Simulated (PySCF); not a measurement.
**CH₁₁N₃PSi₂−: electronic excitations**

Aim: predict the electronic excitations of CH₁₁N₃PSi₂− (`CN[Si@](N)(P)[N-][SiH3]`).

The runs use PySCF 2.14.0, with density-fitted response routines of our own; the level of theory stands in each step. All values are computed, except where a source is named. Atoms are numbered from 0 throughout.

**1. The molecule as given**

18 atoms, charge -1, multiplicity 1; geometry from: GFN2-xTB.

Bonds of the start (Å): C0–N1 1.43, N1–Si2 1.76, Si2–N3 1.76, Si2–P4 2.29, Si2–N5 1.67, N5–Si6 1.68, C0–H7 1.09, C0–H8 1.10, C0–H9 1.10, N1–H10 1.01, N3–H11 1.01, N3–H12 1.01, P4–H13 1.38, P4–H14 1.38, Si6–H15 1.48, Si6–H16 1.49, Si6–H17 1.50.

**2. Ultraviolet spectrum: PBE0/def2-SVPD**

The job: settings as JSON, then the geometry in Å.

```
{"job": {"kind": "uv", "xc": "PBE0", "basis": "def2-SVPD", "nstates": 8, "ntriplets": 3}, "charge": -1, "multiplicity": 1}
C     -1.851621    -1.162361     0.291024
N     -1.316815    -0.147729     1.151825
Si     0.045067     0.748031     0.488177
N      0.219894     2.043220     1.667359
P     -0.960287     1.790007    -1.286773
N      1.482144    -0.040977     0.146650
Si     1.940907    -1.271987    -0.893577
H     -2.093599    -0.693276    -0.665013
H     -2.769972    -1.587774     0.712111
H     -1.145287    -1.981619     0.088482
H     -1.096909    -0.534515     2.059677
H      0.809493     1.756840     2.433856
H      0.648260     2.857912     1.254370
H     -0.525724     0.819865    -2.162015
H      0.152233     2.563461    -1.543745
H      3.422764    -1.313978    -0.908689
H      1.518713    -1.180557    -2.322016
H      1.511980    -2.658246    -0.523359
```

With the program's defaults for keys left out, this is: TDDFT PBE0/def2-SVPD, vertical, gas phase, core orbitals frozen in the response.

Launch:

```console
$ OMP_NUM_THREADS=1 python probes_run.py task.json out
```

The driver reads the jobs from task.json and runs them one after another.

What it wrote:

```text
coarse grid: 15968 points
cycle   1  E = -1128.0961873602  dE =  4.725e-01  |g| = 8.457e-01  |ddm| = 5.729e+00
cycle   2  E = -1127.5600988574  dE =  5.361e-01  |g| = 1.618e+00  |ddm| = 1.024e+01
cycle   3  E = -1128.2656552965  dE = -7.056e-01  |g| = 2.561e-01  |ddm| = 8.542e+00
cycle   4  E = -1128.2799718507  dE = -1.432e-02  |g| = 9.818e-02  |ddm| = 6.661e-01
cycle   5  E = -1128.2819953190  dE = -2.023e-03  |g| = 2.399e-02  |ddm| = 2.513e-01
cycle   6  E = -1128.2821543321  dE = -1.590e-04  |g| = 4.882e-03  |ddm| = 5.240e-02
cycle   7  E = -1128.2821603013  dE = -5.969e-06  |g| = 1.186e-03  |ddm| = 1.250e-02
final grid: 139056 points
cycle   8  E = -1128.4049341028  dE = -2.536e-05  |g| = 9.107e-03  |ddm| = 1.357e-01
cycle   9  E = -1128.4049132742  dE =  2.083e-05  |g| = 1.314e-02  |ddm| = 4.683e-02
cycle  10  E = -1128.4049533231  dE = -4.005e-05  |g| = 1.670e-03  |ddm| = 3.016e-02
cycle  11  E = -1128.4049539949  dE = -6.717e-07  |g| = 3.218e-04  |ddm| = 3.435e-03
cycle  12  E = -1128.4049540153  dE = -2.042e-08  |g| = 1.321e-04  |ddm| = 8.235e-04
cycle  13  E = -1128.4049540195  dE = -4.235e-09  |g| = 2.095e-05  |ddm| = 3.176e-04
cycle  14  E = -1128.4049540196  dE = -1.091e-10  |g| = 5.456e-06  |ddm| = 5.815e-05
converged SCF energy = -1128.4049540196

Static polarisability (au): isotropic 129.922, principal 120.517 125.157 144.091

Singlet excitations
state   eV       nm        f      main configurations
  1   4.4081    281.3   0.01305   H->L 0.96
  2   4.6768    265.1   0.02266   H-1->L 0.95
  3   4.8111    257.7   0.00494   H->L+1 0.96
  4   5.0487    245.6   0.00715   H->L+2 0.83, H-1->L+1 0.11
  5   5.0891    243.6   0.01850   H-1->L+1 0.80, H->L+2 0.13
  6   5.3191    233.1   0.02028   H-1->L+2 0.56, H->L+3 0.28
  7   5.3555    231.5   0.00735   H->L+3 0.55, H-1->L+2 0.34
  8   5.4535    227.3   0.00701   H->L+4 0.80

Triplet excitations (Tamm-Dancoff, eV): 4.3034 4.5580 4.7357
```

Run time: 2.5 min. Hardware: 1 thread of Intel Xeon at 2.50GHz, shared host; peak memory 0.91 GiB.

The orbitals next to the gap, with their largest atomic shares:

| orbital | eV | atoms |
| --- | --- | --- |
| HOMO−3 | -3.49 | N3 60 %, N5 9 %, Si2 8 % |
| HOMO−2 | -3.16 | N1 46 %, N5 14 %, C0 12 % |
| HOMO−1 | -1.83 | N5 48 %, Si6 11 %, P4 9 % |
| HOMO | -1.57 | N5 52 %, Si6 12 %, P4 9 % |
| LUMO | 3.85 | Si2 17 %, C0 13 %, Si6 10 % |
| LUMO+1 | 4.18 | C0 16 %, H8 11 %, Si2 10 % |
| LUMO+2 | 4.46 | Si6 42 %, H15 10 %, H16 10 % |

With each of the 8 states as a Gaussian band of 0.4 eV half-width at 1/e, the curve within the window shown has maxima at 241 nm (ε 2,400) L/(mol cm). Beyond the last state computed it falls off for lack of states. The curve at chosen wavelengths:

| nm | ε (L/mol/cm) |
| --- | --- |
| 215 | 587 |
| 219 | 956 |
| 224 | 1480 |
| 228 | 1869 |
| 233 | 2226 |
| 237 | 2377 |
| 241 | 2420 |
| 246 | 2371 |
| 250 | 2288 |
| 255 | 2166 |
| 259 | 2061 |
| 263 | 1948 |
| 268 | 1787 |
| 272 | 1637 |
| 277 | 1425 |
| 281 | 1244 |
| 285 | 1061 |
| 290 | 841 |
| 294 | 680 |
| 299 | 505 |
| 303 | 388 |
| 307 | 292 |
| 312 | 200 |
| 316 | 144 |
| 321 | 93 |
| 325 | 65 |

Leading natural transition orbitals of singlet state 2: the hole lies on N5 54 %; P4 10 %; N1 8 %; the particle on H10, H11 about 13 % each; H12, H14 about 10 % each; 4 H atoms about 5 % each.

Leading natural transition orbitals of singlet state 1: the hole lies on N5 59 %; N1 11 %; H17 7 %; the particle on H10 14 %; H11, H12, H14 about 10 % each; H8, H9 about 7 % each.

Further results of this job:

| property | computed |
| --- | --- |
| polarisability (Å³) | 19.25 |
| HOMO–LUMO gap (eV) | 5.43 |
| −ε(HOMO) (eV) | 1.57 |

The fields below are evaluated on a grid from the run's orbitals.

Frontier orbitals at PBE0/def2-SVPD, with the share of their density that lies nearest to each atom:

| orbital | energy (eV) | lies on |
| --- | --- | --- |
| HOMO | -1.57 | N5 60 %; N1 9 %; P4 8 % |
| LUMO | 3.85 | H10 14 %; 4 H atoms about 10 % each; H7, H9 about 7 % each |

ELF in a plane through or near 6 of the atoms.

Values, 10 rows by 14 columns:
```
0.00 0.00 0.00 0.00 0.00 0.00 0.00 0.00 0.00 0.00 0.00 0.00 0.00 0.00
0.00 0.00 0.00 0.00 0.00 0.00 0.00 0.00 0.00 0.00 0.00 0.00 0.00 0.00
0.00 0.00 0.11 0.30 0.03 0.01 0.06 0.01 0.02 0.49 0.27 0.01 0.00 0.00
0.00 0.09 0.95 0.99 0.60 0.36 0.79 0.24 0.25 0.96 0.82 0.19 0.00 0.00
0.00 0.01 0.25 0.37 0.77 0.66 0.29 0.40 0.16 0.83 0.92 0.79 0.02 0.00
0.00 0.01 0.43 0.98 0.93 0.27 0.25 0.44 0.84 0.32 0.02 0.01 0.00 0.00
0.00 0.00 0.40 0.93 0.51 0.07 0.80 0.52 0.38 0.89 0.63 0.01 0.00 0.00
0.00 0.00 0.00 0.00 0.00 0.85 0.95 0.64 0.61 0.03 0.01 0.00 0.00 0.00
0.00 0.00 0.00 0.00 0.00 0.00 0.02 0.74 0.96 0.07 0.00 0.00 0.00 0.00
0.00 0.00 0.00 0.00 0.00 0.00 0.00 0.00 0.00 0.00 0.00 0.00 0.00 0.00
```
The map spans 11.5 Å across and 11.6 Å up, centred on the molecule. Atoms in the plane (x, y in Å): N1 (1.2, -1.2), Si2 (0.7, 0.5), N5 (-0.7, 1.1), Si6 (-2.3, 0.7), H9 (-0.7, -2.2), H12 (2.2, 2.2).

On the surface of density 0.002 e/bohr³ the electrostatic potential runs, from the 1st to the 99th percentile, from -5.63 V near N5 to -2.06 V near H10.

**3. Results**

| quantity | value |
| --- | --- |
| lowest singlet (PBE0/def2-SVPD) | 4.41 eV (281 nm), f = 0.013 |
| brightest single state of those computed | state 2, 4.68 eV, f = 0.023 |
| lowest triplet | 4.30 eV |

**Reading.** The lowest singlet, at 4.41 eV, is HOMO→LUMO 0.96 and is weak; of the 8 states computed, the strongest absorption comes from state 2 at 4.68 eV. The lowest triplet lies 0.10 eV below the lowest singlet (triplets in Tamm-Dancoff, singlets in full TDDFT). The lowest singlet lies above −ε(HOMO); no detachment energy was computed, so the anion's states may not be bound.
